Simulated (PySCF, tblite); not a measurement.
**CH₉FSi₃, a small molecule taken as a stand-in for a surface group: NMR shifts, core binding energies and electronic excitations**

Wanted: the NMR shifts, core binding energies and electronic excitations for `C[Si](F)([SiH3])[SiH3]`.

Computed with tblite 0.8.0 and PySCF 2.14.0; each step states its level. No surroundings beyond the atoms listed, unless a continuum is named. Atoms count from 0, parts from 1.

## (1) The system as given

14 atoms, charge 0, multiplicity 1; geometry: distance geometry start.

## (2) Geometry optimisation with GFN2-xTB

The job: settings as JSON, then the geometry in Å.

```
{"job": {"kind": "relax", "xc": "GFN2-xTB", "basis": "xTB"}, "charge": 0, "multiplicity": 1}
Si    -0.262699     0.027799    -0.489510
Si    -0.815175     1.614316     0.971847
Si     1.937223    -0.117838    -0.519110
F     -0.795123     0.475929    -2.029315
C     -1.005473    -1.589993    -0.089829
H     -2.174917     1.471597     1.517785
H      0.108584     1.767858     2.053737
H     -0.783342     2.898298     0.220405
H      2.403854     0.339221     0.808060
H      2.540404     0.610252    -1.616766
H      2.337757    -1.532717    -0.683446
H     -2.024182    -1.545236     0.326531
H     -1.060433    -2.189252    -1.051377
H     -0.373694    -2.205682     0.614110
```

Level: GFN2-xTB geometry optimisation, gas phase.

Run with:

```bash
$ OMP_NUM_THREADS=1 python cluster_run.py task.json out
```

The driver reads the jobs from task.json and runs them one after another.

**Question.** The jobs that follow are: PBE0-D3(BJ)/def2-SVP geometry optimisation, gas phase; GIAO PBE0/pcSseg-1 NMR shielding, non-relativistic, gas phase; delta-SCF UKS SCAN, pcX-2 on the ionised atom, pcseg-1 elsewhere, spin-free X2C; TDDFT CAM-B3LYP/def2-SVPD, vertical, gas phase, core orbitals frozen in the response. Predict: point group; rotational constants (main isotopes); $^{13}$C shifts against TMS (PBE0/pcSseg-1); $^{1}$H shifts against TMS (PBE0/pcSseg-1); $^{29}$Si shifts against TMS (PBE0/pcSseg-1, means over atoms taken as alike); $^{19}$F shifts against CFCl3 (PBE0/pcSseg-1); Si2p binding energies, SCAN/pcX-2; F1s binding energies, SCAN/pcX-2; C1s binding energies, SCAN/pcX-2; lowest singlet (CAM-B3LYP/def2-SVPD); brightest single state of those computed; lowest triplet; vertical ionisation energy (ΔSCF).

**Answer**, as computed:

| quantity | value |
| --- | --- |
| point group | C1 |
| rotational constants (main isotopes) | 2.33, 1.57, 1.31 GHz |
| $^{13}$C shifts against TMS (PBE0/pcSseg-1) | 3.0 ppm |
| $^{1}$H shifts against TMS (PBE0/pcSseg-1) | 3.65, 3.62, 3.62, 3.59, 3.30, 3.29, 1.05, 1.05, -0.02 ppm |
| $^{29}$Si shifts against TMS (PBE0/pcSseg-1, means over atoms taken as alike) | 50.8, -107.1 ppm |
| $^{19}$F shifts against CFCl3 (PBE0/pcSseg-1) | -222.9 ppm |
| Si2p binding energies, SCAN/pcX-2 | Si0 107.33, Si1 106.72 eV |
| F1s binding energies, SCAN/pcX-2 | F3 691.68 eV |
| C1s binding energies, SCAN/pcX-2 | C4 290.43 eV |
| lowest singlet (CAM-B3LYP/def2-SVPD) | 5.96 eV (208 nm), f = 0.034 |
| brightest single state of those computed | state 6, 7.60 eV, f = 0.450 |
| lowest triplet | 5.23 eV |
| vertical ionisation energy (ΔSCF) | 9.61 eV |

In words: The optimisation took 12 steps and gained 0.278 eV; among the close pairs (by a distance rule), Si0–Si2 changed most, from 2.282 to 2.349 Å (PBE0/def2-SVP). At PBE0/pcSseg-1: The largest span, 159 ppm, is at Si0, where the paramagnetic term is -578 ppm. Si0 (silicon bonded to C, F, 2 Si) binds its Si2p electron 0.61 eV more tightly than Si1 (silicon bonded to Si, 3 H). The first singlet state (HOMO→LUMO 0.88, HOMO→LUMO+1 0.08) lies at 5.96 eV and is weak; of the 6 states computed, the strongest absorption comes from state 6 at 7.60 eV (the last computed, so partners may be missing). The lowest triplet lies 0.73 eV below the lowest singlet (triplets in Tamm-Dancoff, singlets in full TDDFT). ΔSCF puts the ionisation energy at 9.61 eV, 0.67 eV above −ε(HOMO). A capped cluster stands for the solid here, so long-range fields and strain are missing, and bands or shifts of the capping hydrogens have no counterpart in it.
